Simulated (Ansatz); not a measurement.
What does this script print? It uses Ansatz's Python interface.

`methods.py`
```python
'''CH6SeSi at several levels of theory.'''

import logging
import sys

import ansatz as az

logging.basicConfig(stream=sys.stdout, format='[%(levelname)s] %(message)s')
log = logging.getLogger('ch6sesi')
log.setLevel(logging.INFO)

GEOMETRY = '''
C    -0.79830    0.55560   -0.54400
Si    0.49990   -0.64830   -0.22920
Se    1.77170    0.08580    1.48250
H    -1.40630    0.25710   -1.39830
H    -0.38990    1.56960   -0.83940
H    -1.46960    0.73390    0.35340
H     1.35610   -0.79940   -1.43090
H    -0.06150   -1.92130    0.11960
H     0.58630    0.12070    2.46920
'''

mol = az.Crystal.molecule()
for line in GEOMETRY.strip().splitlines():
    symbol, *xyz = line.split()
    mol = mol.atom(symbol, [float(v) for v in xyz])

job = mol.calculation().basis(gaussian='def2-SVP')

methods = ['mp2', 'ccsd', 'ccsd_t']
reports = [job.correlation(m).run(threads=1, pin='off').report for m in methods]
log.info(f'Hartree-Fock reference {reports[0]["reference_energy_ev"] / 27.211386246:.6f} Ha')
best = reports[-1]['free_energy_ev'] - reports[-1]['reference_energy_ev']
for method, each in zip(methods, reports):
    gained = each['free_energy_ev'] - each['reference_energy_ev']
    log.info(f'{method:8s} total {each["free_energy_ev"] / 27.211386246:.6f} Ha  correlation {gained:9.4f} eV  ({100 * gained / best:.1f} % of the last)')
```

```console
$ python methods.py
[INFO] Hartree-Fock reference -2729.743947 Ha
[INFO] mp2      total -2730.232257 Ha  correlation  -13.2876 eV  (89.9 % of the last)
[INFO] ccsd     total -2730.273275 Ha  correlation  -14.4037 eV  (97.5 % of the last)
[INFO] ccsd_t   total -2730.287122 Ha  correlation  -14.7806 eV  (100.0 % of the last)
```

Total energies depend on the basis set; only differences at equal settings carry meaning. The geometry is a force-field or estimated start, not a minimum of this method, and the basis set is short of its limit. A lower total doesn't mark the better method: functionals have no common bound, and MP2 and coupled cluster aren't variational. Inner cores stay frozen; a filled d shell under the valence of the heavier atoms is correlated with it. It ran for 20 s on 1 thread of Arm Neoverse V1 (shared host), peak memory 0.38 GiB.
